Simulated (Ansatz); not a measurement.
This script drives the Ansatz DFT code, driven from Python.

The script, `run_transition.py`:
```python
"""Pressure at which two phases of HgF3 cross."""

import warnings

import ansatz as az
import numpy as np


def fe3al(a_site, b_site, a):
    return (
        az.Lattice.fcc(a)
        .space_group(225)
        .atom(a_site, (0, 0, 0))
        .atom(b_site, (0.5, 0.5, 0.5))
        .atom(b_site, (0.25, 0.25, 0.25))
        .primitive()
    )


def cu3au(a_site, b_site, a):
    return (
        az.Lattice.cubic(a)
        .space_group(221)
        .atom(a_site, (0, 0, 0))
        .atom(b_site, (0, 0.5, 0.5))
    )


def ground_state(name, crystal, pressure=0.0):
    calc = (
        crystal.calculation()
        .functional("pbesol")
        .basis(420)  # a bare number is in eV
        .scf(tolerance=1e-07)
        .kpoints(spacing=0.26)  # sampling of the Brillouin zone
        .occupations("fermi_dirac", width=0.05)  # smearing steadies the SCF of a metal
    )
    calc = calc.relax(force_tolerance=0.03, max_steps=40, cell=True, pressure=pressure)
    return calc.run()


def volume_per_atom(outcome):
    return abs(np.linalg.det(outcome.lattice.cell_ang)) / len(outcome.lattice.sites)

warnings.simplefilter("ignore")

phases = {}
phases["Fe3Al"] = fe3al("Hg", "F", 5.73)
phases["Cu3Au"] = cu3au("Hg", "F", 3.61)

# H = E + PV, with 1 eV per cubic angstrom equal to 160.2 GPa
pressures = [0, 10, 20, 30]
enthalpy, volume = {name: [] for name in phases}, {name: [] for name in phases}
for p in pressures:
    for name, crystal in phases.items():
        o = ground_state(name, crystal, pressure=p)
        volume[name].append(volume_per_atom(o))
        enthalpy[name].append(o.report["energy_sigma0_ev"] / len(o.lattice.sites) + p * volume[name][-1] / 160.21766)
gap = np.array(enthalpy["Cu3Au"]) - np.array(enthalpy["Fe3Al"])
rows = [(p, va, vb, 1000 * d) for p, va, vb, d in zip(pressures, volume["Fe3Al"], volume["Cu3Au"], gap)]
print("   P (GPa)  V Fe3Al (A^3/atom)  V Cu3Au (A^3/atom)  H(Cu3Au) - H(Fe3Al) (meV/atom)")
for row in rows:
    print(f"{row[0]:10d}  {row[1]:18.3f}  {row[2]:18.3f}  {row[3]:+30.1f}")
crossings = [p0 - g0 * (p1 - p0) / (g1 - g0) for p0, p1, g0, g1 in zip(pressures, pressures[1:], gap, gap[1:]) if g0 * g1 < 0]
print("crossing near", [round(float(p), 1) for p in crossings], "GPa") if crossings else print("no crossing in this range")
```

It is started by `python run_transition.py`. How long does it take on 1 thread of Arm Neoverse V2, with other jobs on the host, and how much memory does it need?

It took about 68 s, with a peak of 0.42 GiB, for 8 runs of the engine.

```console
$ python run_transition.py
   P (GPa)  V Fe3Al (A^3/atom)  V Cu3Au (A^3/atom)  H(Cu3Au) - H(Fe3Al) (meV/atom)
         0              11.085              11.380                          +112.8
        10              10.271              10.473                          +128.3
        20               9.715               9.864                          +139.5
        30               9.293               9.408                          +147.8
no crossing in this range
```

The settings weren't tested for convergence. A cell here holds an odd number of electrons and is run without spin, so a magnetic state may lie lower. At a fixed pressure a relaxation lowers the enthalpy F + PV, while F alone can rise. For the metals among these phases the mesh is modest: differences between phases can be off by up to 40 meV an atom. The program warned that this SCF threshold is loose for forces or stresses. Spin-orbit coupling, which matters for elements this heavy, is left out. Only these two structures are compared, at zero temperature and with their symmetry kept; either may be hypothetical, and another phase may be lower than both. Differences under about 40 meV an atom lie within the error of mesh and functional. The cells are prototypes set up for this calculation and needn't exist. The script silences warnings, which a real study should read.
